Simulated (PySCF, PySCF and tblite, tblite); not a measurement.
# C₈H₁₄O: conformers and averaged spectra, part 3 of 3

PySCF and tblite. Atoms count from 0. The steps go on from the part before.

## (8) Boltzmann average: properties at PBE0/pcSseg-1

What the job is given:

```
{"job": {"study": "conf", "smiles": "CO[C@@H]1CCC2(CC2)C1", "search": {"seed": 9294, "n_embed": 90, "ff_keep": 18, "window": 3.0, "nmax": 10, "temps": [250, 273.15, 298.15, 323.15, 373.15], "t_ref": 298.15, "order": 0.0005}, "level": {"nmr": {"xc": "PBE0", "basis": "pcSseg-1"}}, "kind": "conf"}, "charge": 0, "multiplicity": 1}
C      3.273394     0.116702     0.321435
O      2.022545    -0.513413     0.271148
C      1.074083     0.116592    -0.571988
C      0.398955     1.330720     0.090141
C     -0.769576     0.723874     0.861363
C     -1.281729    -0.342053    -0.086058
C     -2.445242    -1.215188     0.262911
C     -2.586972    -0.164586    -0.800981
C     -0.066147    -0.888860    -0.818568
H      3.714809     0.201531    -0.680644
H      3.218615     1.118993     0.762856
H      3.908824    -0.511002     0.943672
H      1.574786     0.406304    -1.508987
H      1.086898     1.879079     0.731494
H      0.029368     2.004166    -0.684147
H     -1.530604     1.458527     1.120878
H     -0.401398     0.258014     1.777920
H     -2.940926    -1.053635     1.208455
H     -2.419209    -2.250046    -0.043217
H     -3.184449     0.707298    -0.579331
H     -2.660404    -0.489375    -1.828363
H      0.240360    -1.850671    -0.405210
H     -0.260736    -1.015986    -1.882976
```

The log of the run:

```text
conformer  sym    E(xTB)   E(DFT)   G(298.15 K)  weight  dipole/D
    1     C1      0.000    0.641    0.707   0.1307    1.294
    2     C1      0.028    0.601    0.706   0.1310    1.123
    3     C1      0.470    0.179    0.201   0.3072    1.110
    4     C1      0.506    0.000    0.000   0.4311    1.263

mean shielding (ppm) by class
class atoms           250 K   273.15 K   298.15 K   323.15 K   373.15 K
  0 C  0            127.879    127.863    127.848    127.834    127.812
  1 O  1            285.449    285.404    285.368    285.341    285.308
  2 C  2             99.663     99.673     99.682     99.689     99.699
  3 C  3            151.224    151.153     151.09    151.038    150.957
  4 C  4             149.29     149.31    149.328    149.344    149.371
  5 C  5            164.359    164.428    164.494    164.553    164.653
  6 C  6            174.772    174.614    174.463    174.331    174.111
  7 C  7             167.12    167.162    167.202    167.236    167.291
  8 C  8            140.302    140.344    140.382    140.415    140.467
  9 H  9,10,11       28.294     28.292     28.291      28.29     28.288
 10 H  12            27.857     27.857     27.857     27.857     27.856
 11 H  13            29.792     29.797     29.802     29.806     29.813
 12 H  14            29.923     29.911       29.9     29.891     29.876
 13 H  15            30.603     30.587     30.571     30.557     30.535
 14 H  16            29.674     29.688     29.701     29.712     29.731
 15 H  17            31.206     31.206     31.206     31.206     31.206
 16 H  18            31.263     31.263     31.263     31.263     31.263
 17 H  19            31.336     31.337     31.339      31.34     31.342
 18 H  20             31.44     31.436     31.431     31.427     31.421
 19 H  21            29.713     29.717     29.722     29.725     29.731
 20 H  22            29.993     29.993     29.994     29.994     29.994
```

Wall time 3.5 min (1 thread of Arm Neoverse V1, shared host). This counts the runs that the step sums up.

The search (ETKDG, MMFF94s, GFN2-xTB) embedded 90 structures, kept 4 distinct ones after the force field and 4 after xTB; 4 were carried on (window 3.0 kcal/mol at the search's own energies). Energies: PBE0/pcSseg-1 with D3(BJ).

Conformer by conformer (298 K):

| no. | group | mirror pair | ΔE xTB | ΔE DFT | ΔG | weight (%) | μ (D) | C0–O1–C2–C3 (°) | A, B, C (GHz) |
| --- | --- | --- | --- | --- | --- | --- | --- | --- | --- |
| 1 | C1 | no | 0.00 | 0.64 | 0.71 | 13.1 | 1.29 | -73 | 4.18, 0.93, 0.84 |
| 2 | C1 | no | 0.03 | 0.60 | 0.71 | 13.1 | 1.12 | -172 | 3.45, 1.01, 0.87 |
| 3 | C1 | no | 0.47 | 0.18 | 0.20 | 30.7 | 1.11 | -167 | 3.50, 1.03, 0.91 |
| 4 | C1 | no | 0.51 | 0.00 | 0.00 | 43.1 | 1.26 | -80 | 4.02, 0.98, 0.91 |

Energies in kcal/mol. ΔG holds xTB vibrations and rotation, symmetry numbers and mirror pairs.

Weights (%) by temperature:

| no. | 250 K | 273 K | 298 K | 323 K | 373 K |
| --- | --- | --- | --- | --- | --- |
| 4 | 46.6 | 44.8 | 43.1 | 41.7 | 39.4 |
| 3 | 30.6 | 30.7 | 30.7 | 30.7 | 30.6 |
| 2 | 11.5 | 12.3 | 13.1 | 13.8 | 14.9 |
| 1 | 11.3 | 12.2 | 13.1 | 13.8 | 15.1 |

Other ways of weighting, at the same temperature:

| scheme | 4 | 3 | 2 | 1 | mean μ (D) |
| --- | --- | --- | --- | --- | --- |
| DFT free energy | 43 | 31 | 13 | 13 | 1.20 |
| DFT energy, symmetry counted | 41 | 30 | 15 | 14 | 1.20 |
| DFT energy alone | 41 | 30 | 15 | 14 | 1.20 |
| xTB energy, symmetry counted | 15 | 16 | 34 | 35 | 1.20 |
| xTB free energy | 17 | 17 | 31 | 35 | 1.20 |
| lowest conformer only | 100 | 0 | 0 | 0 | 1.26 |
| equal weights | 25 | 25 | 25 | 25 | 1.20 |
| conformers found from three starts alone | 0 | 0 | 50 | 50 | 1.21 |

Shifts against references run at the same level (¹⁷O H2O 336.1, ¹H TMS 31.72, ¹³C TMS 186.9 ppm of shielding), by class of atoms, at 298 K:

| atoms | environment | no. 4 | no. 3 | no. 2 | average |
| --- | --- | --- | --- | --- | --- |
| C2 | sp3 CH bonded to O | 87.8 | 86.3 | 87.2 | 87.2 |
| C0 | methyl carbon bonded to O | 58.9 | 58.6 | 60.0 | 59.1 |
| C8 | sp3 CH2 in a ring | 47.9 | 45.5 | 44.7 | 46.5 |
| C4 | sp3 CH2 in a ring | 38.0 | 37.7 | 36.5 | 37.6 |
| C3 | sp3 CH2 in a ring | 32.8 | 39.4 | 38.1 | 35.8 |
| C5 | three-membered-ring carbon | 22.7 | 25.2 | 19.3 | 22.4 |
| C7 | three-membered-ring carbon | 20.6 | 19.7 | 18.4 | 19.7 |
| C6 | three-membered-ring carbon | 10.6 | 9.0 | 19.9 | 12.5 |
| H12 | hydrogen on an sp3 CH bonded to O | 3.84 | 3.89 | 3.85 | 3.86 |
| H9, H10, H11 | hydrogen on a methyl carbon bonded to O | 3.43 | 3.36 | 3.47 | 3.43 |
| H16 | hydrogen on an sp3 CH2 in a ring | 2.22 | 2.22 | 1.38 | 2.02 |
| H21 | hydrogen on an sp3 CH2 in a ring | 2.08 | 2.03 | 1.70 | 1.99 |
| H13 | hydrogen on an sp3 CH2 in a ring | 2.02 | 1.91 | 1.93 | 1.91 |
| H14 | hydrogen on an sp3 CH2 in a ring | 1.45 | 2.10 | 2.01 | 1.82 |
| H22 | hydrogen on an sp3 CH2 in a ring | 1.84 | 1.48 | 1.87 | 1.72 |
| H15 | hydrogen on an sp3 CH2 in a ring | 0.91 | 0.86 | 1.87 | 1.15 |
| H17 | hydrogen on a three-membered-ring carbon | 0.51 | 0.51 | 0.53 | 0.51 |
| H18 | hydrogen on a three-membered-ring carbon | 0.47 | 0.43 | 0.47 | 0.45 |
| H19 | hydrogen on a three-membered-ring carbon | 0.41 | 0.38 | 0.34 | 0.38 |
| H20 | hydrogen on a three-membered-ring carbon | 0.21 | 0.24 | 0.45 | 0.29 |
| O1 | ether oxygen | 46.3 | 59.0 | 49.6 | 50.7 |

Effective distances for nuclear Overhauser effects, ⟨r⁻⁶⟩^(−1/6) over all pairs of two classes (Å): H13···H14 1.77; H15···H16 1.77; H21···H22 1.77; H17···H18 1.81; H19···H20 1.81; H12···H22 2.37; H12···H14 2.38; H13···H16 2.43.

## (9) Outcome

This closing draws on all 3 parts.

| quantity | value |
| --- | --- |
| conformers | 4; the first in weight is no. 4 (C1), 43 % at 298 K |
| root-mean-square dipole | 1.20 D |
| averaged ¹³C shifts (PBE0/pcSseg-1) | 87.2, 59.1, 46.5, 37.6, 35.8, 22.4, 19.7, 12.5 ppm |
| averaged ¹H shifts (PBE0/pcSseg-1) | 3.86, 3.43, 2.02, 1.99, 1.91, 1.82, 1.72, 1.15, 0.51, 0.45, 0.38, 0.29 ppm |

At 298 K conformer 4 holds 43 % of the ensemble (47 % at 250 K, 39 % at 373 K). xTB puts no. 1 lowest, DFT no. 4. Among conformers over 5 %, C6 differs by 10.8 ppm, while the average moves by 0.7 ppm from 250 to 373 K.
